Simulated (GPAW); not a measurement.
# SbCl2 (SMILES [Cl][Sb][Cl]) at UPBE-D3(BJ)/plane waves (scalar-relativistic datasets, dataset choice {'Cl': 'v3'}, plane-wave cutoff 340 eV)

We compute a geometry optimisation of SbCl2. The job is set up through an ASE script.

The calculation is run with GPAW 26.7.0.

2 further runs of the same task are left out: 2 set aside as unsound or not needed. Runs told in other sessions of the task aren't counted.

## 1. The molecule

SbCl2 has 3 atoms, charge 0, and is taken as a doublet. As SMILES, `[Cl][Sb][Cl]`. Geometry: relaxed at PBE0-D4/def2-TZVP. The run starts from this shape.

Bond lengths: Cl1–Sb2 2.337 Å, Sb2–Cl3 2.337 Å. Angles: Cl1–Sb2–Cl3 98.6°.

## 2. A structure relaxation at UPBE-D3(BJ)/plane waves (scalar-relativistic datasets, dataset choice {'Cl': 'v3'}, plane-wave cutoff 340 eV)

Input file mol.xyz:

```xyz
3

Cl     1.049100     1.312300     0.708100
Sb    -0.817500     0.443300    -0.396700
Cl    -0.242500    -1.820400    -0.324700
```

Input file relax.py:

```python
from ase.calculators.mixing import SumCalculator
from ase.io import read, write
from ase.optimize import MDMin
from dftd3.ase import DFTD3
from gpaw import GPAW, PW

# Atomic positions
atoms = read("mol.xyz")
atoms.set_cell([9.0, 9.0, 9.0])
atoms.center()
atoms.set_initial_magnetic_moments([1 / len(atoms)] * len(atoms))

# Calculator
calc = GPAW(mode={"name": "pw", "ecut": 340},
            xc="PBE",
            occupations={"name": "marzari-vanderbilt", "width": 0.05, "fixmagmom": True},
            maxiter=80,
            setups={"Cl": "v3"},
            legacy_gpaw=True,
            txt="mol.txt")
atoms.calc = SumCalculator([DFTD3(method="PBE", damping="d3bj"), calc])

opt = MDMin(atoms, trajectory="mol.traj")
converged = opt.run(fmax=0.05, steps=100)
print("Converged:", converged)
print(f"Final energy: {atoms.get_potential_energy():.5f} eV")
print(f"r(Cl2-Sb1): {atoms.get_distance(2, 1):.4f} Ang")
print(f"r(Sb1-Cl0): {atoms.get_distance(1, 0):.4f} Ang")
write("relaxed.xyz", atoms)
```

The run is started by

```sh
$ python relax.py
```

Standard output:

```text
Step     Time          Energy          fmax
MDMin:    0 hh:mm:ss       -8.951424        0.444562
MDMin:    1 hh:mm:ss       -8.957796        0.194846
MDMin:    2 hh:mm:ss       -8.957442        0.250587
MDMin:    3 hh:mm:ss       -8.959166        0.132431
MDMin:    4 hh:mm:ss       -8.959264        0.109962
MDMin:    5 hh:mm:ss       -8.959724        0.052451
MDMin:    6 hh:mm:ss       -8.959789        0.067538
MDMin:    7 hh:mm:ss       -8.959907        0.038224
Converged: True
Final energy: -8.95991 eV
r(Cl2-Sb1): 2.3628 Ang
r(Sb1-Cl0): 2.3625 Ang
```

mol.txt, cut to the lines that bear on the results:

```text
[...]
  mode: {ecut: 340,
[...]
    cutoffs:
[...]
  Cutoff energy: 340.000 eV
[...]
Converged after 16 iterations.
[...]
Dipole moment: (-0.408039, 0.232872, -0.194798) |e|*Ang
[...]
Converged after 8 iterations.
[... 1 line left out ...]
Dipole moment: (-0.434609, 0.249633, -0.207325) |e|*Ang
[... 17 lines left out ...]
Free energy:     -8.866226
[... 79 lines left out ...]
Total:                                                77.789 100.0%
```

It took 78 s on 1 thread of Intel Xeon Platinum 8223CL at 3.00GHz (Skylake/Cascade Lake), shared host; peak memory 0.3 GiB.

The path in brief:

| step | energy from the first frame kept (eV) | largest force (eV/Å) |
| --- | --- | --- |
| 0 | 0.0000 | 0.4446 |
| 1 | -0.0064 | 0.1948 |
| 2 | -0.0060 | 0.2506 |
| 3 | -0.0077 | 0.1324 |
| 4 | -0.0078 | 0.1100 |
| 5 | -0.0083 | 0.0525 |
| 6 | -0.0084 | 0.0675 |
| 7 | -0.0085 | 0.0382 |

After the run. Bond lengths: Cl1–Sb2 2.362 Å, Sb2–Cl3 2.363 Å. Angles: Cl1–Sb2–Cl3 98.3°.

## 3. What came out

At UPBE-D3(BJ)/plane waves (scalar-relativistic datasets, dataset choice {'Cl': 'v3'}, plane-wave cutoff 340 eV):

```
                                              quantity         value
energy as printed (from the program's reference atoms)    -8.9599 eV
                                         dipole moment        2.61 D
                                     dispersion energy  -9.04 kJ/mol
```

What this shows: At the final geometry: Bond lengths: Cl1–Sb2 2.362 Å, Sb2–Cl3 2.363 Å. Angles: Cl1–Sb2–Cl3 98.3°. The optimisation took 7 steps and changed the energy by -0.008 eV.
